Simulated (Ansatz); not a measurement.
# C₂H₆Cl₄O₂Si₂: one species, many methods

The task here is to estimate one member of a computed series from the others.

The runs use Ansatz 0.2.0, Gaussian basis; functionals in def2-TZVPP, the program's frozen cores in correlated methods.

Plan: LDA (SPW92), PBE-D4, revPBE-D4, BLYP-D4, r2SCAN-D4, B97M-V, PBE0-D4, B3LYP-D4, r2SCANh-D4, r2SCAN0-D4, HSE06-D4, BHLYP-D4, CAM-B3LYP-D4, LC-ωPBE, ωB97X-V, ωB97M-V, B2PLYP, PBE-QIDH; CCSD(T)/def2-SVP; CCSD(T)/def2-TZVPP; MP2/def2-QZVPP; extrapolation to the limit; RPA on PBE.

**The geometry**

All runs share one geometry, relaxed beforehand with PBE0-D4 in a triple-zeta def2 set.

16 atoms, charge 0, spin multiplicity 1.

Atoms are counted from 1 here; the program's logs count them from 0.

Bond lengths: O1–Si2 1.619 Å, O1–H11 0.969 Å, Si2–Cl3 2.036 Å, Si2–Cl4 2.056 Å, Si2–C5 1.862 Å, C5–C6 1.535 Å, C5–H12 1.095 Å, C5–H13 1.095 Å, C6–Si7 1.848 Å, C6–H14 1.096 Å, C6–H15 1.096 Å, Si7–O8 1.643 Å, Si7–Cl9 2.044 Å, Si7–Cl10 2.042 Å, O8–H16 0.960 Å. Angles: Si2–O1–H11 115.4°, O1–Si2–Cl3 106.7°, O1–Si2–Cl4 110.5°, O1–Si2–C5 114.4°, Cl3–Si2–Cl4 108.5°, Cl3–Si2–C5 109.2°, Cl4–Si2–C5 107.4°, Si2–C5–C6 116.2°, Si2–C5–H12 107.4°, Si2–C5–H13 106.1°, C6–C5–H12 111.1°, C6–C5–H13 109.3°, H12–C5–H13 106.1°, C5–C6–Si7 117.4°, C5–C6–H14 109.9°, C5–C6–H15 111.1°, Si7–C6–H14 104.7°, Si7–C6–H15 107.1° and more.

As a file:

```xyz
16

O     1.3651   -1.3157    1.3350
Si    1.9204   -0.0479    0.4961
Cl    3.3897    0.7996    1.6215
Cl    2.7390   -0.6658   -1.2853
C     0.6322    1.2382    0.1023
C    -0.4708    0.8148   -0.8772
Si   -1.7730   -0.3352   -0.2476
O    -1.1100   -1.7999    0.0904
Cl   -2.6506    0.4092    1.4418
Cl   -3.2385   -0.5896   -1.6471
H     0.5598   -1.7261    0.9851
H     0.2072    1.5778    1.0531
H     1.1740    2.0952   -0.3109
H    -1.0221    1.6968   -1.2233
H    -0.0451    0.3569   -1.7772
H    -1.7008   -2.5308    0.2876
```

Set-up of the first run:

File in.yaml:

```yaml
crystal:
  periodic: [false, false, false]
  atoms:
    - {symbol: O, position_ang: [1.365135, -1.315750, 1.335028]}
    - {symbol: Si, position_ang: [1.920426, -0.047905, 0.496064]}
    - {symbol: Cl, position_ang: [3.389729, 0.799568, 1.621546]}
    - {symbol: Cl, position_ang: [2.739014, -0.665844, -1.285323]}
    - {symbol: C, position_ang: [0.632227, 1.238160, 0.102289]}
    - {symbol: C, position_ang: [-0.470766, 0.814834, -0.877154]}
    - {symbol: Si, position_ang: [-1.772967, -0.335241, -0.247573]}
    - {symbol: O, position_ang: [-1.109975, -1.799888, 0.090396]}
    - {symbol: Cl, position_ang: [-2.650615, 0.409199, 1.441840]}
    - {symbol: Cl, position_ang: [-3.238452, -0.589638, -1.647142]}
    - {symbol: H, position_ang: [0.559835, -1.726082, 0.985136]}
    - {symbol: H, position_ang: [0.207204, 1.577794, 1.053051]}
    - {symbol: H, position_ang: [1.174026, 2.095161, -0.310920]}
    - {symbol: H, position_ang: [-1.022056, 1.696765, -1.223327]}
    - {symbol: H, position_ang: [-0.045066, 0.356876, -1.777230]}
    - {symbol: H, position_ang: [-1.700800, -2.530808, 0.287621]}
basis:
  gaussian: {orbitals: def2-TZVPP}
hamiltonian: {xc: lda}
output: {orbitals: {seedname: orbitals}}
```

Among the steps run: LDA; PBE-D4 (GGA); revPBE-D4 (GGA); BLYP-D4 (GGA); r2SCAN-D4 (meta-GGA); B97M-V (meta-GGA); PBE0-D4 (hybrid); B3LYP-D4 (hybrid); r2SCANh-D4 (hybrid); r2SCAN0-D4 (hybrid); HSE06-D4 (hybrid); BHLYP-D4 (hybrid); CAM-B3LYP-D4 (range-separated); LC-ωPBE (range-separated); ωB97X-V (range-separated); ωB97M-V (range-separated); B2PLYP (double hybrid); PBE-QIDH (double hybrid).

One table of the session follows, with a row left open; its other results are not shown here.

It belongs to the step «Orbital energies across the functionals». 

```
  functional  HOMO (eV)  gap (eV)
 LDA (SPW92)      -7.56      6.35
      PBE-D4      -7.41      6.44
   revPBE-D4      -7.35      6.50
     BLYP-D4      -7.29      6.35
   r2SCAN-D4      -7.76      7.31
      B97M-V      -7.85      7.14
     PBE0-D4      -8.81      8.74
    B3LYP-D4      -8.59      8.19
  r2SCANh-D4          ?         ?
  r2SCAN0-D4      -9.03      9.28
    HSE06-D4      -8.41      7.97
    BHLYP-D4     -10.10     10.76
CAM-B3LYP-D4     -10.20     10.96
     LC-ωPBE     -11.54     13.62
     ωB97X-V     -11.20     13.06
     ωB97M-V     -11.03     12.49
```

**Question.** Estimate the row for r2SCANh-D4.

Worked estimate for «HOMO (eV)». Against the share of exact exchange, r2SCAN-D4 (0, -7.76), r2SCAN0-D4 (0.25, -9.03) give a slope of -5.08 per unit share; at 0.1 the line stands at -8.27.

The run gave: HOMO (eV): -8.27; gap (eV): 8.11. In «HOMO (eV)» the line misses by 0.00.
